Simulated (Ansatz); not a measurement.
# GaH₃O + SiH₄: a complex and its separated parts, part 2 of 2

Ansatz 0.2.0, Gaussian basis.

**13. CAM-B3LYP-D4/def2-TZVPP**

The inputs:

parta/in.yaml

```yaml
crystal:
  periodic: [false, false, false]
  atoms:
    - {symbol: Ga, position_ang: [-0.881618, -1.343340, 0.302138]}
    - {symbol: H, position_ang: [-1.066538, -1.317882, -1.251762]}
    - {symbol: H, position_ang: [0.319107, -1.884383, 1.130079]}
    - {symbol: O, position_ang: [-2.203192, -0.670444, 1.300733]}
    - {symbol: H, position_ang: [-2.945099, -0.336030, 0.793048]}
basis:
  gaussian: {orbitals: def2-TZVPP}
hamiltonian: {xc: {name: CAM-B3LYP}, dispersion: d4}
```

partb/in.yaml

```yaml
crystal:
  periodic: [false, false, false]
  atoms:
    - {symbol: Si, position_ang: [1.355470, 1.110443, -0.454847]}
    - {symbol: H, position_ang: [0.087073, 0.768371, 0.236970]}
    - {symbol: H, position_ang: [1.086182, 2.115830, -1.513653]}
    - {symbol: H, position_ang: [2.318782, 1.670791, 0.526186]}
    - {symbol: H, position_ang: [1.929833, -0.113255, -1.068892]}
basis:
  gaussian: {orbitals: def2-TZVPP}
hamiltonian: {xc: {name: CAM-B3LYP}, dispersion: d4}
```

One command serves all of them, each in its own folder.

Run with:

```
$ ansatz run in.yaml --threads 4 --pin off --events-out ev --progress --plain --max-ram 9574MiB
```

parta printed, cut to the lines that bear on the results:

```text
Functional definition: CAM-B3LYP
  name "CAM-B3LYP"
  cite "Yanai, Tew & Handy, Chem. Phys. Lett. 393, 51 (2004) doi:10.1016/j.cplett.2004.06.011"
  cite "Iikura, Tsuneda, Yanai & Hirao, J. Chem. Phys. 115, 3540 (2001) doi:10.1063/1.1383587"
[... 2 set-up lines as earlier in the session ...]
[...]
731 factors; their error is unknown
180 factors; integrals over basis functions are off by at most 9.7e-6 eV
[...]
mean field -54477.86011612 eV, -2002.0244328477 hartree, gradient 3.8e-5 eV, S^2 0.000000; 0 other end points of the search recorded, 0 dependent functions left out
reference -54477.86022303 eV, -2002.0244367763 hartree; 21, 21 occupied and 100, 100 virtual orbitals, 731 factors
Total energy: -54477.90660262 eV, -2002.0261411949 hartree
```

Log of partb, cut to the lines that bear on the results:

```text
[... 6 set-up lines as earlier in the session ...]
[...]
  # Exact exchange under (alpha + beta erf(omega r))/r, Becke's under what is left of 1/r.
[...]
527 factors; their error is unknown
147 factors; integrals over basis functions are off by at most 1.2e-5 eV
[...]
mean field -7942.76488581 eV, -291.8912257543 hartree, gradient 9.0e-6 eV, S^2 0.000000; 0 other end points of the search recorded, 0 dependent functions left out
reference -7942.76498828 eV, -291.8912295200 hartree; 9, 9 occupied and 89, 89 virtual orbitals, 527 factors
Total energy: -7942.79915772 eV, -291.8924852234 hartree
```

Times: 1.4 s (parta), 0.71 s (partb) on 4 threads of Intel Xeon at 2.50GHz, shared host.

**14. wB97X-V/def2-TZVPP**

The same edit goes into each in.yaml of step 13 (parta, partb):

```diff
-hamiltonian: {xc: {name: CAM-B3LYP}, dispersion: d4}
+hamiltonian: {xc: {name: wB97X-V}}
```

Each run has its own folder and the same command.

Run with:

```
$ ansatz run in.yaml --threads 4 --pin off --events-out ev --progress --plain --max-ram 9574MiB
```

parta printed, cut to the lines that bear on the results:

```text
Functional definition: wB97X-V
  name "wB97X-V"
  cite "Mardirossian & Head-Gordon, Phys. Chem. Chem. Phys. 16, 9904 (2014) doi:10.1039/C3CP54374A"
[... 2 set-up lines as earlier in the session ...]
[...]
      + integral(e_c_pw_opposite_spin*poly(b97_u_opposite, cos0, cos1)) + vv10(b, c)
731 factors; their error is unknown
172 factors; integrals over basis functions are off by at most 7.4e-6 eV
[...]
mean field -54469.70809717 eV, -2001.7248516768 hartree, gradient 5.3e-5 eV, S^2 0.000000; 0 other end points of the search recorded, 0 dependent functions left out
reference -54469.70809544 eV, -2001.7248516132 hartree; 21, 21 occupied and 100, 100 virtual orbitals, 731 factors
Total energy: -54469.70809544 eV, -2001.7248516132 hartree
```

partb printed, cut to the lines that bear on the results:

```text
[... 5 set-up lines as earlier in the session ...]
[...]
      + integral(e_c_pw_opposite_spin*poly(b97_u_opposite, cos0, cos1)) + vv10(b, c)
527 factors; their error is unknown
136 factors; integrals over basis functions are off by at most 1.1e-5 eV
[...]
mean field -7941.38119584 eV, -291.8403760856 hartree, gradient 2.9e-5 eV, S^2 0.000000; 0 other end points of the search recorded, 0 dependent functions left out
reference -7941.38119410 eV, -291.8403760218 hartree; 9, 9 occupied and 89, 89 virtual orbitals, 527 factors
Total energy: -7941.38119410 eV, -291.8403760218 hartree
```

They took 2.9 s (parta), 1.7 s (partb) on 4 threads of Intel Xeon at 2.50GHz, shared host.

**15. wB97M-V/def2-TZVPP**

The same edit goes into each in.yaml of step 14 (parta, partb):

```diff
-hamiltonian: {xc: {name: wB97X-V}}
+hamiltonian: {xc: {name: wB97M-V}}
```

One command serves all of them, each in its own folder.

Run with:

```
$ ansatz run in.yaml --threads 4 --pin off --events-out ev --progress --plain --max-ram 9574MiB
```

Log of parta, cut to the lines that bear on the results:

```text
Functional definition: wB97M-V
  name "wB97M-V"
  cite "Mardirossian & Head-Gordon, J. Chem. Phys. 144, 214110 (2016) doi:10.1063/1.4952647"
[... 2 set-up lines as earlier in the session ...]
  # Of w^i u^j: cxij and so on, Table III.
[...]
  gx(w, u) = 1 - cx + cx01*u + cx10*w
[...]
      + integral(e_c_pw_mod_opposite_spin*gos(b97_w_opposite, b97_u_opposite)) + vv10(b, c)
731 factors; their error is unknown
172 factors; integrals over basis functions are off by at most 7.4e-6 eV
[...]
mean field -54471.55896299 eV, -2001.7928697411 hartree, gradient 5.7e-5 eV, S^2 0.000000; 0 other end points of the search recorded, 0 dependent functions left out
reference -54471.55900525 eV, -2001.7928712943 hartree; 21, 21 occupied and 100, 100 virtual orbitals, 731 factors
Total energy: -54471.55900525 eV, -2001.7928712943 hartree
```

Output in partb, cut to the lines that bear on the results:

```text
[... 5 set-up lines as earlier in the session ...]
  # Of w^i u^j: cxij and so on, Table III.
[...]
  gx(w, u) = 1 - cx + cx01*u + cx10*w
[...]
      + integral(e_c_pw_mod_opposite_spin*gos(b97_w_opposite, b97_u_opposite)) + vv10(b, c)
527 factors; their error is unknown
136 factors; integrals over basis functions are off by at most 1.1e-5 eV
[...]
mean field -7941.54392838 eV, -291.8463563961 hartree, gradient 4.9e-5 eV, S^2 0.000000; 0 other end points of the search recorded, 0 dependent functions left out
reference -7941.54397077 eV, -291.8463579539 hartree; 9, 9 occupied and 89, 89 virtual orbitals, 527 factors
Total energy: -7941.54397077 eV, -291.8463579539 hartree
```

Times: 3.2 s (parta), 1.7 s (partb) on 4 threads of Intel Xeon at 2.50GHz, shared host.

**16. B2PLYP/def2-TZVPP**

Each input of step 15 (parta, partb) changes in the same lines:

```diff
-hamiltonian: {xc: {name: wB97M-V}}
+hamiltonian: {xc: {name: B2PLYP}}
```

One command serves all of them, each in its own folder.

Run with:

```
$ ansatz run in.yaml --threads 4 --pin off --events-out ev --progress --plain --max-ram 9574MiB
```

parta printed, cut to the lines that bear on the results:

```text
Functional definition: B2PLYP
  name "B2PLYP"
  cite "Grimme, J. Chem. Phys. 124, 034108 (2006) doi:10.1063/1.2148954"
[... 2 set-up lines as earlier in the session ...]
[...]
749 factors; integrals over basis functions are off by at most 1.3e-3 eV
[...]
mean field -54459.64208439 eV, -2001.3549325303 hartree, gradient 4.5e-6 eV, S^2 0.000000; 0 other end points of the search recorded, 0 dependent functions left out
10 core orbitals not correlated: weight in the atoms' cores, before any rotation towards them, 1.000 or more for the frozen orbitals, at most 0.000 for the correlated occupied ones
reference -54459.64222261 eV, -2001.3549376094 hartree; 11, 11 occupied and 100, 100 virtual orbitals, 749 factors
second order -16.06387405 eV of doubles, -0.00000000 eV of singles
Total energy: -54463.97946860 eV, -2001.5143284598 hartree
```

Output in partb, cut to the lines that bear on the results:

```text
[... 5 set-up lines as earlier in the session ...]
[...]
537 factors; integrals over basis functions are off by at most 8.6e-4 eV
[...]
mean field -7937.89718916 eV, -291.7123412015 hartree, gradient 2.5e-6 eV, S^2 0.000000; 0 other end points of the search recorded, 0 dependent functions left out
5 core orbitals not correlated: weight in the atoms' cores, before any rotation towards them, 1.000 or more for the frozen orbitals, at most 0.000 for the correlated occupied ones
reference -7937.89732231 eV, -291.7123460947 hartree; 4, 4 occupied and 89, 89 virtual orbitals, 537 factors
second order -4.78243353 eV of doubles, -0.00000000 eV of singles
Total energy: -7939.18857936 eV, -291.7597989162 hartree
```

Wall times: 2 s (parta), 0.91 s (partb) on 4 threads of Intel Xeon at 2.50GHz, shared host.

**17. PBE-QIDH/def2-TZVPP**

Each input of step 16 (parta, partb) changes in the same lines:

```diff
-hamiltonian: {xc: {name: B2PLYP}}
+hamiltonian: {xc: {name: PBE-QIDH}}
```

Each run has its own folder and the same command.

Run with:

```
$ ansatz run in.yaml --threads 4 --pin off --events-out ev --progress --plain --max-ram 9574MiB
```

Output in parta, cut to the lines that bear on the results:

```text
Functional definition: PBE-QIDH
  name "PBE-QIDH"
  cite "Brémond, Sancho-García, Pérez-Jiménez & Adamo, J. Chem. Phys. 141, 031101 (2014) doi:10.1063/1.4890314"
[... 1 set-up line as earlier in the session ...]
[...]
749 factors; integrals over basis functions are off by at most 1.3e-3 eV
[...]
mean field -54451.72589456 eV, -2001.0640179195 hartree, gradient 2.6e-6 eV, S^2 0.000000; 0 other end points of the search recorded, 0 dependent functions left out
10 core orbitals not correlated: weight in the atoms' cores, before any rotation towards them, 1.000 or more for the frozen orbitals, at most 0.000 for the correlated occupied ones
reference -54451.72590532 eV, -2001.0640183151 hartree; 11, 11 occupied and 100, 100 virtual orbitals, 749 factors
second order -14.81839135 eV of doubles, -0.00000000 eV of singles
Total energy: -54456.66536910 eV, -2001.2455402611 hartree
```

Log of partb, cut to the lines that bear on the results:

```text
[... 4 set-up lines as earlier in the session ...]
[...]
537 factors; integrals over basis functions are off by at most 8.6e-4 eV
[...]
mean field -7935.34607318 eV, -291.6185894185 hartree, gradient 4.6e-6 eV, S^2 0.000000; 0 other end points of the search recorded, 0 dependent functions left out
5 core orbitals not correlated: weight in the atoms' cores, before any rotation towards them, 1.000 or more for the frozen orbitals, at most 0.000 for the correlated occupied ones
reference -7935.34608375 eV, -291.6185898071 hartree; 4, 4 occupied and 89, 89 virtual orbitals, 537 factors
second order -4.44768963 eV of doubles, -0.00000000 eV of singles
Total energy: -7936.82864696 eV, -291.6730730002 hartree
```

Times: 2.1 s (parta), 1 s (partb) on 4 threads of Intel Xeon at 2.50GHz, shared host.

**18. RPA on PBE/def2-TZVPP**

Each input of step 17 (parta, partb) changes in the same lines:

```diff
-hamiltonian: {xc: {name: PBE-QIDH}}
+hamiltonian: {xc: pbe}
+correlation: {method: rpa}
```

One command serves all of them, each in its own folder.

Run with:

```
$ ansatz run in.yaml --threads 4 --pin off --events-out ev --progress --plain --max-ram 9574MiB
```

Output in parta, cut to the lines that bear on the results:

```text
[... 4 set-up lines as earlier in the session ...]
[...]
749 factors; integrals over basis functions are off by at most 1.3e-3 eV
[...]
mean field -54464.97257411 eV, -2001.5508244141 hartree, gradient 6.0e-6 eV, S^2 0.000000; 1 other end points of the search recorded, 0 dependent functions left out
10 core orbitals not correlated: weight in the atoms' cores, before any rotation towards them, 1.000 or more for the frozen orbitals, at most 0.000 for the correlated occupied ones
reference -54419.01766847 eV, -1999.8620127811 hartree; 11, 11 occupied and 100, 100 virtual orbitals, 749 factors
Total energy: -54439.65336458 eV, -2000.6203606261 hartree
```

Output in partb, cut to the lines that bear on the results:

```text
[... 4 set-up lines as earlier in the session ...]
[...]
537 factors; integrals over basis functions are off by at most 8.6e-4 eV
[...]
mean field -7938.15288520 eV, -291.7217378578 hartree, gradient 6.2e-6 eV, S^2 0.000000; 0 other end points of the search recorded, 0 dependent functions left out
5 core orbitals not correlated: weight in the atoms' cores, before any rotation towards them, 1.000 or more for the frozen orbitals, at most 0.000 for the correlated occupied ones
reference -7925.04970766 eV, -291.2402049650 hartree; 4, 4 occupied and 89, 89 virtual orbitals, 537 factors
Total energy: -7933.57984482 eV, -291.5536817234 hartree
```

They took 2.1 s (parta), 0.96 s (partb) on 4 threads of Intel Xeon at 2.50GHz, shared host.

**19. CCSD(T)/def2-TZVPP**

The same edit goes into each in.yaml of step 18 (parta, partb):

```diff
-hamiltonian: {xc: pbe}
-correlation: {method: rpa}
+correlation: {method: ccsd_t}
```

Each run has its own folder and the same command.

Run with:

```
$ ansatz run in.yaml --threads 4 --pin off --events-out ev --progress --plain --max-ram 9574MiB
```

Output in parta, cut to the lines that bear on the results:

```text
Functional definition: HF
  name "HF"
  cite "Fock, Z. Phys. 61, 126 (1930) doi:10.1007/BF01340294"
[... 1 set-up line as earlier in the session ...]
[...]
749 factors; integrals over basis functions are off by at most 1.3e-3 eV
[...]
mean field -54420.24161253 eV, -1999.9069918959 hartree, gradient 2.5e-6 eV, S^2 0.000000; 0 other end points of the search recorded, 0 dependent functions left out
10 core orbitals not correlated: weight in the atoms' cores, before any rotation towards them, 1.000 or more for the frozen orbitals, at most 0.000 for the correlated occupied ones
reference -54420.24161253 eV, -1999.9069918959 hartree; 11, 11 occupied and 100, 100 virtual orbitals, 749 factors
second order -13.12654480 eV of doubles, -0.00000000 eV of singles
cycle   1  -12.76756991 eV  change    3.6e-1 eV  update   1.0e-1
[...]
cycle  10  -13.29796019 eV  change    1.7e-6 eV  update   1.0e-5
perturbative correction -0.47979782 eV, -0.0176322448 hartree
Total energy: -54434.01937054 eV, -2000.4133151639 hartree
```

partb printed, cut to the lines that bear on the results:

```text
[... 4 set-up lines as earlier in the session ...]
[...]
537 factors; integrals over basis functions are off by at most 8.6e-4 eV
[...]
mean field -7925.54414153 eV, -291.2583750745 hartree, gradient 1.8e-6 eV, S^2 0.000000; 0 other end points of the search recorded, 0 dependent functions left out
5 core orbitals not correlated: weight in the atoms' cores, before any rotation towards them, 1.000 or more for the frozen orbitals, at most 0.000 for the correlated occupied ones
reference -7925.54414153 eV, -291.2583750745 hartree; 4, 4 occupied and 89, 89 virtual orbitals, 537 factors
second order -3.90715120 eV of doubles, -0.00000000 eV of singles
cycle   1  -4.49744115 eV  change   -5.9e-1 eV  update   5.5e-2
[...]
cycle   8  -4.71919020 eV  change   -4.4e-7 eV  update   3.7e-6
perturbative correction -0.10445236 eV, -0.0038385534 hartree
Total energy: -7930.36778409 eV, -291.4356406690 hartree
```

Times: 6.5 s (parta), 1.3 s (partb) on 4 threads of Intel Xeon at 2.50GHz, shared host; peak memory 0.54 GiB.

**20. Vibrations of GaH₃O**

vib-parta/in.yaml reads:

```yaml
crystal:
  periodic: [false, false, false]
  atoms:
    - {symbol: Ga, position_ang: [-0.881618, -1.343340, 0.302138]}
    - {symbol: H, position_ang: [-1.066538, -1.317882, -1.251762]}
    - {symbol: H, position_ang: [0.319107, -1.884383, 1.130079]}
    - {symbol: O, position_ang: [-2.203192, -0.670444, 1.300733]}
    - {symbol: H, position_ang: [-2.945099, -0.336030, 0.793048]}
basis:
  gaussian: {orbitals: def2-TZVP}
hamiltonian: {xc: pbe0, dispersion: d4}
phonons: {temperatures: {t_min: 298.15, t_max: 900, t_step: 200}}
```

Run with:

```
$ ansatz run in.yaml --threads 4 --pin off --events-out ev --progress --plain --max-ram 9574MiB
```

What it wrote, cut to the lines that bear on the results:

```text
[... 5 set-up lines as earlier in the session ...]
[...]
696 factors; their error is unknown
[...]
mean field -54465.99587941 eV, -2001.5884301902 hartree, gradient 3.7e-5 eV, S^2 0.000000; 0 other end points of the search recorded, 0 dependent functions left out
[...]
Atom 2 at     0.319107    -1.884383     1.130079 Å, force     0.000771    -0.000293     0.000678 eV/Å
Atom 3 at    -2.203192    -0.670444     1.300733 Å, force    -0.001753     0.000824    -0.000544 eV/Å
Atom 4 at    -2.945099    -0.336030     0.793048 Å, force    -0.001383     0.000746     0.001578 eV/Å
Dipole moment:    -0.029025     0.001366    -0.309055 e Å
Vibrations: 470.98 486.73 622.08 685.79 740.42 846.08 1984.75 2027.77 3905.61 cm⁻¹, zero-point energy 0.729659 eV
```

It took 28 s on 4 threads of Intel Xeon at 2.50GHz, shared host.

Wavenumbers and character of the modes:

| mode | wavenumber (cm⁻¹) | character |
| --- | --- | --- |
| 1 | 471 | torsion |
| 2 | 487 | bend |
| 3 | 622 | out-of-plane bend with wag or twist |
| 4 | 686 | Ga–O stretch |
| 5 | 740 | bend |
| 6 | 846 | bend |
| 7 | 1985 | Ga–H stretch |
| 8 | 2028 | Ga–H stretch |
| 9 | 3906 | O–H stretch |

Vibrational sums (real modes only):

| T (K) | entropy (J/mol/K) | heat capacity (J/mol/K) |
| --- | --- | --- |
| 298 | 10.9 | 24.2 |
| 498 | 27.3 | 39.3 |
| 698 | 42.0 | 47.9 |
| 898 | 54.9 | 53.7 |

**21. Vibrations of SiH₄**

vib-partb/in.yaml reads:

```yaml
crystal:
  periodic: [false, false, false]
  atoms:
    - {symbol: Si, position_ang: [1.355470, 1.110443, -0.454847]}
    - {symbol: H, position_ang: [0.087073, 0.768371, 0.236970]}
    - {symbol: H, position_ang: [1.086182, 2.115830, -1.513653]}
    - {symbol: H, position_ang: [2.318782, 1.670791, 0.526186]}
    - {symbol: H, position_ang: [1.929833, -0.113255, -1.068892]}
basis:
  gaussian: {orbitals: def2-TZVP}
hamiltonian: {xc: pbe0, dispersion: d4}
phonons: {temperatures: {t_min: 298.15, t_max: 900, t_step: 200}}
```

Run with:

```
$ ansatz run in.yaml --threads 4 --pin off --events-out ev --progress --plain --max-ram 9574MiB
```

What it wrote, cut to the lines that bear on the results:

```text
[... 5 set-up lines as earlier in the session ...]
[...]
444 factors; their error is unknown
[...]
mean field -7939.08540061 eV, -291.7560071670 hartree, gradient 2.9e-5 eV, S^2 0.000000; 0 other end points of the search recorded, 0 dependent functions left out
[...]
Atom 2 at     1.086182     2.115830    -1.513653 Å, force    -0.000115     0.000214    -0.000246 eV/Å
Atom 3 at     2.318782     1.670791     0.526186 Å, force     0.000195     0.000102     0.000267 eV/Å
Atom 4 at     1.929833    -0.113255    -1.068892 Å, force     0.000201    -0.000292    -0.000185 eV/Å
Dipole moment:     0.000003     0.000007    -0.000000 e Å
Vibrations: 906.75 906.76 906.76 968.55 968.57 2235.45 2245.06 2245.13 2245.14 cm⁻¹, zero-point energy 0.844838 eV
```

Wall time 6.5 s (4 threads of Intel Xeon at 2.50GHz, shared host).

Wavenumbers and character of the modes:

```csv
mode,wavenumber (cm⁻¹),character
1,907,bend
2,907,bend
3,907,bend
4,969,bend
5,969,bend
6,2235,Si–H stretch
7,2245,Si–H stretch
8,2245,Si–H stretch
9,2245,Si–H stretch
```

Vibrational sums (real modes only):

```
T (K)  entropy (J/mol/K)  heat capacity (J/mol/K)
  298                2.6                      9.7
  498               11.5                     25.7
  698               22.2                     38.0
  898               32.9                     47.1
```

**22. Complex less separated parts**

The complex's own energies come from single points at the same levels.

Rows are in def2-TZVPP; times add the 3 runs of a level on a shared host, so small differences are noise.

Differences are taken before rounding.

```
      method                    rung  complex less parts (kJ/mol)  from CCSD(T) (kJ/mol)   time
       SPW92                     LDA                        -23.9                  -13.4  2.8 s
      PBE-D4                     GGA                        -13.7                   -3.3  3.6 s
     BLYP-D4                     GGA                        -10.1                   +0.3    4 s
   r2SCAN-D4                meta-GGA                        -13.0                   -2.5    7 s
      B97M-V                meta-GGA                        -10.7                   -0.3   12 s
     PBE0-D4                  hybrid                        -13.0                   -2.5  6.6 s
    B3LYP-D4                  hybrid                        -10.9                   -0.4  5.3 s
  r2SCAN0-D4                  hybrid                        -12.9                   -2.4  8.1 s
    BHLYP-D4                  hybrid                        -12.4                   -1.9  5.3 s
CAM-B3LYP-D4  range-separated hybrid                         -9.8                   +0.6  6.6 s
     wB97X-V  range-separated hybrid                         -9.5                   +1.0   13 s
     wB97M-V  range-separated hybrid                        -10.3                   +0.2   13 s
      B2PLYP           double hybrid                         -3.9                   +6.6  9.9 s
    PBE-QIDH           double hybrid                         -9.1                   +1.3  9.7 s
  RPA on PBE                     RPA                         -6.6                   +3.8  8.6 s
Hartree-Fock            wavefunction                          5.7                  +16.1       
         MP2            wavefunction                        -10.3                   +0.2       
        CCSD            wavefunction                         -8.5                   +2.0       
     CCSD(T)            wavefunction                        -10.4                      0   96 s
```

Among the levels timed on like hardware and quicker than the yardstick, those that no quicker one beats, quickest first: SPW92 (2.8 s, -13.4 kJ/mol); PBE-D4 (3.6 s, -3.3 kJ/mol); BLYP-D4 (4 s, +0.3 kJ/mol); B97M-V (12 s, -0.3 kJ/mol); wB97M-V (13 s, +0.2 kJ/mol).

wB97M-V reaches 0.2 kJ/mol from the reference in 13 s, where CCSD(T) took 96 s; the quickest level in the cost chart, SPW92, takes 2.8 s and misses by 13.4 kJ/mol.

The complex's zero-point energy, from a separate PBE0-D4 run, is 1.615 eV.

**23. Results**

This closing draws on all 2 parts.

| quantity | value |
| --- | --- |
| complex less parts, CCSD(T)/def2-TZVPP | -10.4 kJ/mol |
| with zero-point energy | -6.5 kJ/mol |
| largest T1 diagnostic | 0.015 |

In words: At CCSD(T) the complex lies 10.4 kJ/mol below its parts. The functionals run from wB97M-V, off by +0.2 kJ/mol, to SPW92, off by -13.4 kJ/mol, against CCSD(T). By rung, the mean size of the error is: LDA 13.4, GGA 1.8, meta-GGA 1.4, hybrid 1.8, range-separated hybrid 0.6, double hybrid 3.9 kJ/mol. The double hybrids carry no dispersion term here, unlike the levels marked D4 or V. PBE-D4 gives a relative energy 3.3 kJ/mol too low, an error of 31 % of the reference. The complex's frequency run has imaginary modes: the structure is no minimum, so both the energy and the zero-point correction are in doubt. No counterpoise was applied, and triple zeta lacks some correlation, so the CCSD(T) reference has a basis error of its own, and close matches with it are partly luck.
